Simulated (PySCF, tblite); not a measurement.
**C3H14N2SSi2: geometry, infrared bands and NMR shifts**

Aim: predict the infrared bands and NMR shifts of C3H14N2SSi2 (`CC(C)[Si@@H](S)N[SiH2]N`).

Computed with tblite 0.8.0 and PySCF 2.14.0, with density-fitted response routines of our own, on a single molecule in the gas phase. Atoms count from 0, in the outputs and in this text.

## (1) The starting structure

22 atoms, charge 0, multiplicity 1; geometry from: force field or distance geometry start.

Bonds of the start (Å): C0–C1 1.50, C1–C2 1.52, C1–Si3 1.86, Si3–S4 2.15, Si3–N5 1.79, N5–Si6 1.79, Si6–N7 1.79, C0–H8 1.10, C0–H9 1.12, C0–H10 1.09, C1–H11 1.11, C2–H12 1.12, C2–H13 1.10, C2–H14 1.12, Si3–H15 1.46, S4–H16 1.41, N5–H17 1.05, Si6–H18 1.46, Si6–H19 1.47, N7–H20 1.05, N7–H21 1.03.

## (2) Geometry optimisation with GFN2-xTB

What the job is given:

```
{"job": {"kind": "relax", "xc": "GFN2-xTB", "basis": "xTB"}, "charge": 0, "multiplicity": 1}
C     -2.292200    -0.328300    -1.255100
C     -1.806000     0.119500     0.093700
C     -1.640600    -1.129600     0.945200
Si    -0.230100     1.100800    -0.072800
S     -0.456300     2.977500     0.949900
N      1.130500     0.203600     0.667100
Si     2.374000    -0.011500    -0.607100
N      3.666300    -1.107600    -0.016300
H     -2.495500     0.576600    -1.846200
H     -3.258500    -0.857700    -1.080500
H     -1.516000    -0.960400    -1.694800
H     -2.531700     0.768300     0.628400
H     -1.980200    -0.905300     1.989400
H     -0.608400    -1.518700     0.971400
H     -2.357400    -1.902800     0.570500
H      0.022100     1.418700    -1.474400
H      0.657200     3.291400     1.754700
H      1.525800     0.719100     1.494000
H      1.694800    -0.584800    -1.771300
H      2.930100     1.305200    -0.946900
H      3.391200    -2.079900    -0.308600
H      3.770500    -1.074600     1.008800
```

The run is started by

```
OMP_NUM_THREADS=1 python probes_run.py task.json out
```

The driver reads the jobs from task.json and runs them one after another.

The log of the run:

```text
step      E/eV     max force
  0    -711.81108    1.777
  1    -712.12651    1.197
  2    -712.29550    0.717
  3    -712.34776    0.630
  4    -712.43171    0.698
  5    -712.46354    0.573
  6    -712.53253    0.475
  7    -712.56701    0.361
  8    -712.59539    0.297
  9    -712.61134    0.322
 10    -712.62665    0.334
 11    -712.64524    0.357
 12    -712.66273    0.317
 13    -712.67542    0.231
 14    -712.68461    0.228
 15    -712.69294    0.307
 16    -712.70036    0.286
 17    -712.70816    0.225
 18    -712.71449    0.190
 19    -712.72240    0.210
 20    -712.73189    0.251
 21    -712.74116    0.247
 22    -712.75047    0.201
 23    -712.76010    0.240
 24    -712.76861    0.195
 25    -712.77672    0.223
 26    -712.78575    0.218
 27    -712.79649    0.299
 28    -712.81065    0.357
 29    -712.82109    0.613
 30    -712.78777    0.826
 31    -712.84714    0.284
 32    -712.85541    0.161
 33    -712.86611    0.190
 34    -712.86861    0.152
 35    -712.87144    0.112
 36    -712.87535    0.145
 37    -712.87747    0.144
 38    -712.88081    0.105
 39    -712.88284    0.097
 40    -712.88459    0.087
 41    -712.88597    0.073
 42    -712.88736    0.072
 43    -712.88877    0.085
 44    -712.89034    0.099
 45    -712.89204    0.088
 46    -712.89393    0.086
 47    -712.89611    0.107
 48    -712.89872    0.135
 49    -712.90177    0.151
 50    -712.90460    0.122
 51    -712.90707    0.106
 52    -712.90917    0.145
 53    -712.91189    0.151
 54    -712.91446    0.153
 55    -712.91745    0.147
 56    -712.92011    0.122
 57    -712.92215    0.086
 58    -712.92332    0.086
 59    -712.92398    0.178
 60    -712.92507    0.079
 61    -712.92637    0.064
 62    -712.92740    0.086
 63    -712.92812    0.084
 64    -712.92857    0.065
 65    -712.92903    0.048
 66    -712.92981    0.058
 67    -712.93099    0.062
 68    -712.93175    0.050
 69    -712.93219    0.044
 70    -712.93266    0.050
 71    -712.93326    0.056
 72    -712.93398    0.049
 73    -712.93461    0.047
 74    -712.93503    0.047
 75    -712.93539    0.047
 76    -712.93586    0.043
 77    -712.93650    0.045
 78    -712.93704    0.046
 79    -712.93756    0.067
 80    -712.93813    0.076
 81    -712.93887    0.065
 82    -712.93973    0.065
 83    -712.94060    0.083
 84    -712.94134    0.084
 85    -712.94198    0.070
 86    -712.94268    0.056
 87    -712.94339    0.094
 88    -712.94393    0.057
 89    -712.94431    0.093
 90    -712.94463    0.039
 91    -712.94492    0.042
 92    -712.94515    0.058
 93    -712.94545    0.063
 94    -712.94576    0.046
 95    -712.94611    0.041
 96    -712.94646    0.047
 97    -712.94683    0.062
 98    -712.94726    0.070
 99    -712.94782    0.049
100    -712.94840    0.051
101    -712.94889    0.045
102    -712.94932    0.043
103    -712.94979    0.064
104    -712.95036    0.059
105    -712.95106    0.067
106    -712.95182    0.078
107    -712.95278    0.076
108    -712.95420    0.080
109    -712.95640    0.137
110    -712.95887    0.152
111    -712.96107    0.122
112    -712.96232    0.204
113    -712.96374    0.097
114    -712.96547    0.090
115    -712.96715    0.085
116    -712.96898    0.099
117    -712.97024    0.068
118    -712.97151    0.065
119    -712.97239    0.081
120    -712.97312    0.095
121    -712.97391    0.066
122    -712.97500    0.063
123    -712.97599    0.085
124    -712.97712    0.086
125    -712.97787    0.069
126    -712.97836    0.061
127    -712.97868    0.045
128    -712.97903    0.054
129    -712.97940    0.068
130    -712.97974    0.048
131    -712.98011    0.047
132    -712.98043    0.038
133    -712.98074    0.042
134    -712.98114    0.067
135    -712.98156    0.055
136    -712.98200    0.041
137    -712.98229    0.058
138    -712.98267    0.053
139    -712.98298    0.041
140    -712.98333    0.043
141    -712.98370    0.046
142    -712.98433    0.073
143    -712.98508    0.070
144    -712.98600    0.071
145    -712.98660    0.139
146    -712.98750    0.133
147    -712.98839    0.078
148    -712.98946    0.090
149    -712.99008    0.049
150    -712.99069    0.052
151    -712.99146    0.057
152    -712.99209    0.055
153    -712.99288    0.065
154    -712.99372    0.070
155    -712.99496    0.066
156    -712.99578    0.094
157    -712.99647    0.086
158    -712.99705    0.071
159    -712.99766    0.059
160    -712.99837    0.072
161    -712.99930    0.079
162    -713.00027    0.084
163    -713.00098    0.083
164    -713.00167    0.065
165    -713.00220    0.055
166    -713.00280    0.052
167    -713.00358    0.073
168    -713.00449    0.086
169    -713.00522    0.089
170    -713.00574    0.056
171    -713.00606    0.050
172    -713.00640    0.057
173    -713.00683    0.074
174    -713.00720    0.060
175    -713.00750    0.055
176    -713.00782    0.047
177    -713.00809    0.041
178    -713.00823    0.038
179    -713.00833    0.029
180    -713.00844    0.028
181    -713.00855    0.023
182    -713.00866    0.024
183    -713.00878    0.027
184    -713.00890    0.023
185    -713.00900    0.034
186    -713.00906    0.030
187    -713.00911    0.030
188    -713.00917    0.024
189    -713.00926    0.029
190    -713.00938    0.030
191    -713.00949    0.030
192    -713.00960    0.021
193    -713.00969    0.028
194    -713.00978    0.045
195    -713.00987    0.034
196    -713.00993    0.020
197    -713.00997    0.018
198    -713.00999    0.014
199    -713.01001    0.015
200    -713.01003    0.010
```

It took 7.4 s on 1 thread of Intel Xeon at 2.50GHz, shared host; peak memory 0.18 GiB.

The steps of the relaxation: (not every step is listed)

| step | energy from step 0 (eV) | largest force (eV/Å) |
| --- | --- | --- |
| 0 | 0.0000 | 1.7773 |
| 1 | -0.3154 | 1.1971 |
| 2 | -0.4844 | 0.7166 |
| 3 | -0.5367 | 0.6302 |
| 4 | -0.6206 | 0.6979 |
| 5 | -0.6525 | 0.5730 |
| 6 | -0.7215 | 0.4749 |
| 7 | -0.7559 | 0.3613 |
| 8 | -0.7843 | 0.2972 |
| 26 | -0.9747 | 0.2177 |
| 44 | -1.0793 | 0.0994 |
| 62 | -1.1163 | 0.0858 |
| 80 | -1.1271 | 0.0756 |
| 98 | -1.1362 | 0.0696 |
| 116 | -1.1579 | 0.0987 |
| 134 | -1.1701 | 0.0675 |
| 152 | -1.1810 | 0.0549 |
| 170 | -1.1947 | 0.0564 |
| 188 | -1.1981 | 0.0241 |
| 195 | -1.1988 | 0.0335 |
| 196 | -1.1989 | 0.0203 |
| 197 | -1.1989 | 0.0184 |
| 198 | -1.1989 | 0.0138 |
| 199 | -1.1989 | 0.0150 |
| 200 | -1.1990 | 0.0097 |

Distances of close pairs at the start and the end, largest changes first:

| bond | before (Å) | after (Å) | change (Å) |
| --- | --- | --- | --- |
| S4–H16 | 1.409 | 1.322 | -0.087 |
| Si6–N7 | 1.795 | 1.721 | -0.073 |
| Si3–N5 | 1.790 | 1.721 | -0.069 |
| N5–Si6 | 1.793 | 1.738 | -0.055 |
| N7–H20 | 1.052 | 1.006 | -0.046 |
| N5–H17 | 1.052 | 1.009 | -0.043 |
| C1–Si3 | 1.864 | 1.903 | +0.039 |
| C2–H12 | 1.121 | 1.088 | -0.032 |

The next job starts from the end point, and lists it.

## (3) Harmonic vibrations with GFN2-xTB

What the job is given:

```
{"job": {"kind": "ir", "xc": "GFN2-xTB", "basis": "xTB"}, "charge": 0, "multiplicity": 1}
C     -1.771194    -0.324052    -1.444725
C     -1.809917     0.264487    -0.039273
C     -1.971907    -0.847768     0.996035
Si    -0.251017     1.304734     0.293271
S     -0.577402     2.331918     2.166683
N      1.202724     0.402327     0.475633
Si     1.980959    -0.649983    -0.668286
N      3.590123    -0.771278    -0.069784
H     -1.704621     0.462025    -2.193258
H     -2.667989    -0.910647    -1.640856
H     -0.905124    -0.973289    -1.556947
H     -2.688373     0.915490     0.029403
H     -2.037268    -0.433564     2.000237
H     -1.122716    -1.527972     0.956984
H     -2.878588    -1.420703     0.803913
H     -0.054517     2.329248    -0.734328
H      0.589915     2.951986     2.180427
H      1.535023     0.285612     1.420796
H      1.462415    -2.019786    -0.647998
H      1.768656    -0.015834    -1.972279
H      4.220516    -1.410787    -0.523816
H      4.079891     0.077224     0.167318
```

The log of the run:

```text
mode    cm-1     km/mol
  1      33.9      0.30
  2      53.7      1.28
  3      66.9      1.52
  4      95.6      3.42
  5     107.8      2.52
  6     128.1     24.60
  7     143.3      6.62
  8     187.2     10.73
  9     208.5      1.02
 10     226.8      0.48
 11     237.7      6.42
 12     255.4      5.12
 13     278.1      3.49
 14     336.6      4.87
 15     351.6     82.12
 16     412.1      6.27
 17     514.0     40.67
 18     528.2     66.08
 19     554.2    231.34
 20     584.9     39.31
 21     636.0     13.92
 22     659.4    321.64
 23     669.4    110.45
 24     688.8    121.46
 25     730.5     98.50
 26     753.8    137.23
 27     802.7    127.81
 28     845.3    275.56
 29     903.4    147.35
 30     947.4      3.91
 31     949.3     26.37
 32     985.0    259.38
 33     995.6      0.99
 34    1041.1     25.34
 35    1135.1      1.56
 36    1180.2     28.21
 37    1184.9    409.17
 38    1281.4      2.46
 39    1303.8      0.14
 40    1411.6      3.01
 41    1424.3      0.91
 42    1500.3      0.88
 43    1505.5      1.98
 44    1512.0      4.36
 45    1513.1      1.50
 46    1521.3     57.87
 47    2208.6    309.57
 48    2238.5    303.77
 49    2243.4    290.33
 50    2486.5    116.44
 51    2924.4     46.50
 52    3003.6      8.35
 53    3007.8     97.92
 54    3019.2      9.55
 55    3027.2     75.28
 56    3029.6     22.82
 57    3033.8     30.25
 58    3454.8      0.80
 59    3472.5      5.97
 60    3516.2      0.79
```

Wall time 4.1 s (1 thread of Intel Xeon at 2.50GHz, shared host); peak memory 0.18 GiB.

Which atoms move in the most intense modes:

| cm⁻¹ | km/mol | atoms |
| --- | --- | --- |
| 554 | 231.3 | H20 27 %, H21 19 %, H18 15 %, N7 14 % |
| 659 | 321.6 | H15 71 %, Si3 13 % |
| 845 | 275.6 | H21 27 %, H20 21 %, Si6 14 %, H19 12 % |
| 985 | 259.4 | N5 47 %, H17 27 %, Si3 14 % |
| 1185 | 409.2 | H17 59 %, N5 26 % |
| 2209 | 309.6 | H19 55 %, H18 37 % |
| 2238 | 303.8 | H15 55 %, H18 34 % |
| 2243 | 290.3 | H15 39 %, H19 33 %, H18 26 % |

## (4) Nuclear shieldings: PBE0/pcSseg-1

The job, as its differences from that of step 3:

```diff
@@ -1,2 +1,2 @@
-{"job": {"kind": "ir", "xc": "GFN2-xTB", "basis": "xTB"}, "charge": 0, "multiplicity": 1}
+{"job": {"kind": "nmr", "xc": "PBE0", "basis": "pcSseg-1"}, "charge": 0, "multiplicity": 1}
 C     -1.771194    -0.324052    -1.444725
```

Method: GIAO PBE0/pcSseg-1 NMR shielding, non-relativistic, gas phase.

The log of the run:

```text
coarse grid: 18936 points
cycle   1  E = -1208.6673363931  dE =  6.101e-01  |g| = 6.782e-01  |ddm| = 4.134e+00
cycle   2  E = -1208.6018962368  dE =  6.544e-02  |g| = 8.741e-01  |ddm| = 1.377e+00
cycle   3  E = -1208.7723283917  dE = -1.704e-01  |g| = 7.697e-02  |ddm| = 8.558e-01
cycle   4  E = -1208.7735437363  dE = -1.215e-03  |g| = 3.489e-02  |ddm| = 1.197e-01
cycle   5  E = -1208.7738172736  dE = -2.735e-04  |g| = 8.399e-03  |ddm| = 4.059e-02
cycle   6  E = -1208.7738313800  dE = -1.411e-05  |g| = 3.261e-03  |ddm| = 1.031e-02
cycle   7  E = -1208.7738334916  dE = -2.112e-06  |g| = 5.677e-04  |ddm| = 2.971e-03
final grid: 166416 points
cycle   8  E = -1208.8163158362  dE = -4.147e-05  |g| = 1.068e-02  |ddm| = 3.069e-02
cycle   9  E = -1208.8162968169  dE =  1.902e-05  |g| = 1.400e-02  |ddm| = 2.187e-02
cycle  10  E = -1208.8163425869  dE = -4.577e-05  |g| = 9.214e-04  |ddm| = 1.269e-02
cycle  11  E = -1208.8163427532  dE = -1.663e-07  |g| = 3.026e-04  |ddm| = 1.071e-03
cycle  12  E = -1208.8163427722  dE = -1.903e-08  |g| = 8.121e-05  |ddm| = 3.075e-04
cycle  13  E = -1208.8163427735  dE = -1.297e-09  |g| = 2.852e-05  |ddm| = 9.037e-05
cycle  14  E = -1208.8163427737  dE = -1.849e-10  |g| = 4.644e-06  |ddm| = 2.779e-05
converged SCF energy = -1208.8163427737

GIAO shielding tensors (ppm)
atom      isotropic    diamagn.    paramagn.     s11        s22        s33       span
  0 C      167.171     249.936     -82.765    152.553    162.540    186.420     33.867
  1 C      165.986     254.385     -88.398    158.646    168.886    170.426     11.780
  2 C      169.186     249.074     -79.888    156.262    164.571    186.725     30.463
  3 Si     352.327     880.965    -528.639    314.704    364.729    377.547     62.843
  4 S      726.718    1058.684    -331.966    623.138    701.323    855.692    232.554
  5 N      231.445     329.072     -97.627    181.877    247.406    265.053     83.176
  6 Si     388.579     880.473    -491.894    359.409    371.776    434.551     75.142
  7 N      250.615     315.184     -64.570    207.783    258.940    285.122     77.339
  8 H       30.456      31.434      -0.978     25.997     27.939     37.433     11.436
  9 H       30.462      30.599      -0.137     25.810     27.848     37.729     11.919
 10 H       30.962      33.260      -2.298     26.163     30.826     35.896      9.733
 11 H       30.876      32.355      -1.479     26.690     29.197     36.741     10.051
 12 H       30.330      31.182      -0.852     24.366     30.242     36.382     12.016
 13 H       30.692      32.710      -2.018     26.370     30.386     35.320      8.950
 14 H       30.677      30.450       0.227     26.162     27.864     38.005     11.843
 15 H       26.357      31.016      -4.659     23.335     24.278     31.459      8.124
 16 H       31.511      31.051       0.460     23.334     28.167     43.033     19.699
 17 H       31.432      35.308      -3.876     22.701     31.226     40.368     17.667
 18 H       26.539      31.089      -4.550     22.077     26.430     31.110      9.032
 19 H       26.594      31.323      -4.729     22.606     26.418     30.757      8.151
 20 H       31.587      27.920       3.667     24.100     26.547     44.113     20.013
 21 H       31.442      30.084       1.358     23.889     28.987     41.449     17.559
```

It took 3.1 min on 1 thread of Intel Xeon at 2.50GHz, shared host; peak memory 1.1 GiB.

The references, computed at this level on geometries of the same kind, shield at (ppm): 1H TMS 31.72, 13C TMS 186.9, 29Si TMS 349.2, 15N NH3 267.7, 33S CS2 504. Their shielding less the atom's gives the shift. The references are single molecules in the gas phase, so shifts against H2O, NH3, PH3, H3PO4 or CFCl3 are not on the usual liquid scales and can be off by tens of ppm. Atoms listed in one row are averaged.

| atoms | environment | σ (ppm) | δ (ppm) | δ scaled to CDCl3 |
| --- | --- | --- | --- | --- |
| C1 | sp3 CH bonded to Si | 166.0 | 20.9 | 18.5 |
| C0 | methyl carbon | 167.2 | 19.8 | 17.4 |
| C2 | methyl carbon | 169.2 | 17.7 | 15.4 |
| H15 | hydrogen on a silicon bonded to C, N, S | 26.36 | 5.36 | – |
| H18 | hydrogen on a silicon bonded to 2 N | 26.54 | 5.18 | – |
| H19 | hydrogen on a silicon bonded to 2 N | 26.59 | 5.12 | – |
| H12, H13, H14 | hydrogen on a methyl carbon | 30.57 | 1.15 | 1.19 |
| H8, H9, H10 | hydrogen on a methyl carbon | 30.63 | 1.09 | 1.13 |
| H11 | hydrogen on an sp3 CH bonded to Si | 30.88 | 0.84 | 0.90 |
| H17 | hydrogen on a nitrogen bonded to 2 Si | 31.43 | 0.29 | – |
| H16 | hydrogen on a sulfur bonded to Si | 31.51 | 0.21 | – |
| H20, H21 | hydrogen on a nitrogen bonded to Si | 31.51 | 0.20 | – |
| Si3 | silicon bonded to C, N, S, H | 352.3 | -3.2 | – |
| Si6 | silicon bonded to 2 N, 2 H | 388.6 | -39.4 | – |
| S4 | sulfur bonded to Si, H | 727 | -223 | – |
| N5 | nitrogen bonded to 2 Si, H | 231.4 | 36.3 | – |
| N7 | nitrogen bonded to Si, 2 H | 250.6 | 17.1 | – |

The scaled column applies a straight-line fit of computed shieldings to shifts measured in CDCl3, with any fitted terms for Cl, Br or S neighbours (root-mean-square error 0.16 ppm for H, 1.9 ppm for C).

Charges from the same density, by scheme (e):

| atoms | Mulliken | IAO | Hirshfeld | ESP fit |
| --- | --- | --- | --- | --- |
| C0 | -0.25 | -0.41 | -0.12 | -0.74 |
| C1 | -0.61 | -0.38 | -0.11 | 0.56 |
| C2 | -0.24 | -0.41 | -0.12 | -0.53 |
| Si3 | 0.84 | 0.96 | 0.37 | -0.06 |
| S4 | -0.42 | -0.34 | -0.16 | -0.41 |
| N5 | -0.84 | -0.95 | -0.33 | -0.42 |
| Si6 | 0.83 | 1.01 | 0.40 | 0.70 |
| N7 | -0.63 | -0.84 | -0.32 | -1.03 |

Mayer bond orders: C0–C1 1.04, C1–C2 1.03, C1–Si3 0.86, Si3–S4 1.02, Si3–N5 0.98, N5–Si6 0.93, Si6–N7 1.05.

Orbitals, density, ELF and potential are computed afterwards from the orbital file.

Frontier orbitals at PBE0/pcSseg-1, with the share of their density that lies nearest to each atom:

| orbital | energy (eV) | lies on |
| --- | --- | --- |
| HOMO | -7.18 | S4 65 %; H15, H16 about 7 % each; N5 6 % |
| LUMO | 0.49 | H19 11 %; Si3, Si6 about 9 % each; H10, H18 about 8 % each |

ELF in a plane through or near 7 of the atoms.

Values, 10 rows by 14 columns:
```
0.00 0.00 0.00 0.00 0.00 0.00 0.00 0.00 0.00 0.00 0.00 0.00 0.00 0.00
0.00 0.00 0.00 0.00 0.00 0.00 0.14 0.07 0.27 0.10 0.00 0.00 0.00 0.00
0.00 0.00 0.00 0.00 0.00 0.05 0.98 0.80 0.65 0.76 0.02 0.00 0.00 0.00
0.00 0.00 0.00 0.00 0.00 0.07 0.05 0.85 0.75 0.14 0.00 0.00 0.00 0.00
0.00 0.00 0.81 0.94 0.02 0.81 0.82 0.26 0.80 0.64 0.89 0.01 0.00 0.00
0.00 0.00 0.15 0.76 0.65 0.14 0.55 0.10 0.61 0.50 0.32 0.00 0.00 0.00
0.00 0.00 0.53 0.31 0.20 0.29 0.16 0.93 0.90 0.90 0.78 0.00 0.00 0.00
0.00 0.00 0.00 0.00 0.02 0.08 0.01 0.31 0.23 0.72 0.64 0.00 0.00 0.00
0.00 0.00 0.00 0.00 0.00 0.00 0.00 0.00 0.00 0.00 0.00 0.00 0.00 0.00
0.00 0.00 0.00 0.00 0.00 0.00 0.00 0.00 0.00 0.00 0.00 0.00 0.00 0.00
```
The map spans 13.8 Å across and 12.5 Å up, centred on the molecule. Atoms in the plane (x, y in Å): C1 (1.8, 0.0), S4 (0.8, 3.1), N5 (-1.2, 0.7), Si6 (-2.0, -0.8), H10 (0.8, -1.8), H16 (-0.3, 3.7), H21 (-4.1, 0.5).

log10 of the density (e/Å³) in the same plane.

Ten even steps from '0' (-4.0) to '9' (1.5):
```
0000000000000000000000000000
0000000000001222221000000000
0000000000123344433100000000
0000000001245666654310000000
0000000001246777765320000000
0000000001245679865320000000
0000000123445677654320000000
0001233335566666654432100000
0002455445787776666653200000
0013577656777666797754200000
0013567767766556787653200000
0013566669965456676543100000
0013455556655457777653100000
0001233344544456666653100000
0000011223333334444432100000
0000000011111112222210000000
0000000000000000000000000000
0000000000000000000000000000
0000000000000000000000000000
0000000000000000000000000000
```
The map spans 13.8 Å across and 12.5 Å up, centred on the molecule. Atoms in the plane (x, y in Å): C1 (1.8, 0.0), S4 (0.8, 3.1), N5 (-1.2, 0.7), Si6 (-2.0, -0.8), H10 (0.8, -1.8), H16 (-0.3, 3.7), H21 (-4.1, 0.5).

On the surface of density 0.002 e/bohr³ the electrostatic potential runs, from the 1st to the 99th percentile, from -1.05 V near N7 to 1.57 V near H20.

## (5) Outcome

| quantity | value |
| --- | --- |
| strongest single infrared mode (GFN2-xTB) | 1185 cm⁻¹, 409 km/mol |
| zero-point energy (GFN2-xTB) | 105.9 kcal/mol |
| 13C shifts against TMS (PBE0/pcSseg-1) | 20.9, 19.8, 17.7 ppm |
| 1H shifts against TMS (PBE0/pcSseg-1, means over atoms taken as alike) | 5.36, 5.18, 5.12, 1.15, 1.09, 0.84, 0.29, 0.21, 0.20 ppm |
| 29Si shifts against TMS (PBE0/pcSseg-1) | -3.2, -39.4 ppm |
| 33S shifts against CS2 (PBE0/pcSseg-1) | -223 ppm |
| 15N shifts against NH3 (PBE0/pcSseg-1) | 36.3, 17.1 ppm |
| surface potential, 1st and 99th percentile | -1.05 V and 1.57 V |

**Reading.** The optimisation took 200 steps and gained 1.199 eV; among the close pairs (by a distance rule), S4–H16 changed most, from 1.409 to 1.322 Å. All 60 modes are real, so the xTB geometry is a minimum. The strongest single mode, at 1185 cm⁻¹, moves mainly H17. Unscaled tight-binding wavenumbers are off by several per cent, some by more. Its intensities can rank the bands wrongly. At PBE0/pcSseg-1: The widest tensor belongs to S4: span 233 ppm, with a paramagnetic part of -332 ppm.
